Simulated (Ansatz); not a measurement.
Predict the output of the script below (Ansatz's Python interface).

Script `csbi2.py`:
```python
# -*- coding: utf-8 -*-
"""Keys set on an Input object, for CsBi2."""

import ansatz as az
import numpy as np

params = {
    "k_spacing": 0.32,
    "filling": "gaussian",
    "dispersion": "d3bjatm",
}


def main():
    vectors = np.array([
        [0.0, 4.87958825, 4.87958825],
        [4.87958825, 0.0, 4.87958825],
        [4.87958825, 4.87958825, 0.0],
    ])
    cell = (
        az.Lattice.of(vectors)
        .atom("Cs", (0.5, 0.5, 0.5))
        .atom("Cs", (0.75, 0.75, 0.75))
        .atom("Bi", (0.625, 0.125, 0.125))
        .atom("Bi", (0.125, 0.125, 0.125))
        .atom("Bi", (0.125, 0.125, 0.625))
        .atom("Bi", (0.125, 0.625, 0.125))
    )

    calc = (
        cell.calculation()
        .kpoints(spacing=params["k_spacing"])
        .occupations(params["filling"], width=150 * az.meV)  # the run then minimises F = E - TS
        .functional(az.Functional.R2SCAN, dispersion=params["dispersion"])
        .basis(37 * az.Ry)
        .band_table()
    )
    typed = calc.input()
    rows = []
    for value in [1, 2, 3]:
        edited = typed.set(az.key.basis.xc_grid, value)
        summary = az.Session.from_dict(edited).plan().execute().report
        rows.append((value, summary["free_energy_ev"], summary["n_iterations"], len(summary["eigenvalues_ev"][0]) if "eigenvalues_ev" in summary else 0))
    lines = [",".join(["xc grid", "F eV", "iterations", "bands listed"])] + [",".join(f"{v:.4f}" if isinstance(v, float) else str(v) for v in row) for row in rows]
    print("\n".join(lines))
    with open("edit.csv", "w") as handle:
        handle.write("\n".join(lines) + "\n")
    print(edited.to_yaml())


if __name__ == "__main__":
    main()
```

Output of `python csbi2.py`:
```text
xc grid,F eV,iterations,bands listed
1,-61019.1368,7,47
2,-61019.1365,7,47
3,-61019.1365,7,47
crystal:
  lattice:
    - [0.0, 4.87958825, 4.87958825]
    - [4.87958825, 0.0, 4.87958825]
    - [4.87958825, 4.87958825, 0.0]
  atoms:
    - { symbol: Cs, position: [0.5, 0.5, 0.5] }
    - { symbol: Cs, position: [0.75, 0.75, 0.75] }
    - { symbol: Bi, position: [0.625, 0.125, 0.125] }
    - { symbol: Bi, position: [0.125, 0.125, 0.125] }
    - { symbol: Bi, position: [0.125, 0.125, 0.625] }
    - { symbol: Bi, position: [0.125, 0.625, 0.125] }
basis:
  ecutwfc: 503.410645550778
  xc_grid: 3
kpoints:
  mp_grid:
    kspacing: 0.32
hamiltonian:
  xc: r2scan
  dispersion: d3bjatm
scf:
  occupations:
    method: gaussian
    width: 0.15
output:
  eigenvalues: true
```

Reading the output:
- Absolute energies stand on the zero of these potentials, so only differences at equal settings mean something. A total without «per atom» is that of the cell as typed.
- Dispersion corrections can be off by several per cent in the lattices of metals, and by several GPa in the pressure at a fixed cell.
- The free energy holds a sizeable smearing term, which stands for no physical temperature.
- Spin-orbit coupling, which matters for elements this heavy, is left out.
- The structure comes from a database of computed cells and needn't be a stable or known phase.
- Hardware and time: 28 s on 1 thread of Arm Neoverse V2, on a shared host, peak memory 0.8 GiB.

(A comment or docstring line of the script was reworded after the run, the code is as it ran; lines on the test bed's own set-up are left out of the output.)
